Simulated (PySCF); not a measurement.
# CoOF₂: relaxation and vibrations of the sextet

The task is one start of a wider search on CoOF₂: the sextet, from a T-shaped (ligand arrangement 1) start. It is relaxed, tested by its Hessian and followed downhill if it is a saddle.

The runs use PySCF 2.14.0; PBE0, basis Co def2-TZVP, O def2-TZVP, F def2-TZVP, no relativity, density fitting.

### 1 The starting structure

4 atoms, charge 0, spin multiplicity 6.

Bond lengths: Co1–O2 1.600 Å, Co1–F3 1.750 Å, Co1–F4 1.750 Å. Angles: O2–Co1–F3 88.0°, O2–Co1–F4 176.0°, F3–Co1–F4 88.0°.

```xyz
4
charge 0 multiplicity 6
Co    0.0000    0.0000    0.0000
O    -1.5990    0.0000    0.0558
F     0.0000    0.0000    1.7500
F     1.7489    0.0000    0.0611
```

### 2 The SCF at the typed geometry

One driver script runs all steps and calls PySCF; scf.py shows how it sets up the SCF of each step. The optimiser is the driver's own. After this first run the driver tries any further starts and a stability analysis.

scf.py

```python
from pyscf import gto, scf, dft
mol = gto.M(atom='''
Co     0.000000     0.000000     0.000000
O     -1.599000     0.000000     0.055800
F      0.000000     0.000000     1.750000
F      1.748900     0.000000     0.061100''',
    basis={'Co': 'def2-TZVP', 'O': 'def2-TZVP', 'F': 'def2-TZVP'},
    charge=0, spin=5)
mf = dft.UKS(mol, xc='PBE0')
mf.grids.atom_grid = (50, 194)
aux = {'Co': 'def2-universal-JKFIT', 'O': 'def2-universal-JKFIT', 'F': 'def2-universal-JKFIT'}
mf = mf.density_fit(auxbasis=aux)
mf.conv_tol = 1e-08
mf.diis_space = 10
mf.max_cycle = 60
mf.init_guess = 'minao'
mf.verbose = 4
mf.kernel()
```

Launch:

```
OMP_NUM_THREADS=4 python axn.py task.json out
```

Further steps of the session: Relaxation: T-shaped (ligand arrangement 1) start, sextet; Vibrations and properties at this point.

Before running it: what results should come out? Wanted: minimum; geometry; wavenumbers; dipole moment; highest occupied, lowest empty level; polar-tensor charge of Co1; zero-point energy; atomisation energy; ⟨S²⟩.

The runs gave:

| quantity | value |
| --- | --- |
| minimum | sextet, C2v |
| geometry | Co–F 1.733 Å (×2), Co–O 1.739 Å; F–Co–F 131.6°, F–Co–O 114.2° (×2) |
| wavenumbers (cm⁻¹) | 114 (b1), 170 (a1), 194 (b2), 622 (a1), 664 (a1), 740 (b2) |
| dipole moment | 0.00 D |
| highest occupied, lowest empty level (either spin) | -9.56, -5.68 eV |
| polar-tensor charge of Co1 | +1.60 e |
| zero-point energy | 15.0 kJ/mol |
| entropy at 298.15 K | 320.2 J/(mol K) |
| atomisation energy (no zero-point energy) | 1071 kJ/mol |
| ⟨S²⟩ | 8.768 |

What this shows: From Cs at the start the molecule goes to a C2v minimum. In the infrared the band at 740 cm⁻¹ (b2, stretch) leads. The dipole vanishes although Co1 carries +1.6 e by the polar tensor: the bond dipoles cancel. Most of the spin sits on Co1 (Mulliken spin 3.10, against 5 for the whole molecule). Only this shape and spin were tried, so other structures or states may lie lower. Open d and f shells are described by one determinant, and the ground state may have another occupation or spin.
